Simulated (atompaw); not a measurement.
# Hg: the cost of one run

Program: atompaw 4.2.0.5. Reference atom: PBE, scalar-relativistic, spherical and spin-unpolarised. All values are calculated.

## (1) The design

The settings as typed:

```
element                 : mercury (Hg, Z = 80)
type                    : PAW
frozen core             : [Kr] 4d10 4f14
valence charge          : 20
reference configuration : 5s2 5p6 5d10 6s1 6p1
partial waves           : 5s (bound); 6s (bound); 5p (bound); 6p (bound); 5d (bound); 5d channel at 0.1 Ry
local potential         : bessel scheme, radius 1.60 bohr
core correction         : smooth core density matched at 1.50 bohr
augmentation charge     : besselshape compensation charge, radius 1.20 bohr; PAW radius 1.65 bohr; waves and projectors: bloechl
```

The outer shells as boxes (Hund's rule for the drawing; the calculation is spin-unpolarised):

```
[Kr] core
4d [↑↓][↑↓][↑↓][↑↓][↑↓]
4f [↑↓][↑↓][↑↓][↑↓][↑↓][↑↓][↑↓]
5s [↑↓]
5p [↑↓][↑↓][↑↓]
5d [↑↓][↑↓][↑↓][↑↓][↑↓]
6s [↑ ]
6p [↑ ][  ][  ]
```

The nodes and maxima of the atom's own shells, from an earlier all-electron run, set the scale for the radii.

All-electron outer shells of the reference configuration (PBE, scalar-relativistic, ld1.x):

| shell | level (eV) | outermost node (bohr) | outermost maximum (bohr) |
| --- | --- | --- | --- |
| 4d | -350.98 | 0.20 | 0.40 |
| 5s | -120.44 | 0.47 | 0.82 |
| 4f | -98.13 | – | 0.37 |
| 5p | -68.79 | 0.51 | 0.93 |
| 5d | -12.03 | 0.55 | 1.17 |
| 6s | -8.39 | 1.08 | 2.18 |
| 6p | -2.08 | 1.27 | 3.14 |

## (2) Generating the potential

Contents of Hg.input:

```
Hg 80
GGA-PBE scalarrelativistic loggrid 2001 logderivrange -11 5 401
6 6 5 4 0 0
6 0 1
6 1 1
0 0 0
c
c
c
c
v
v
c
c
c
v
v
c
c
v
c
2
1.65 1.20 1.60 1.50
n
n
y
0.1
n
bloechl besselshape
bessel
PWSCFOUT
UPFDX 0.0125d0 UPFXMIN -7.d0 UPFZMESH 80.d0
END
```

On the command line:

```bash
atompaw < Hg.input > Hg.log
```

**Question.** How long does this run take on 1 thread of AMD EPYC 7R43, shared host?

About 9 s.
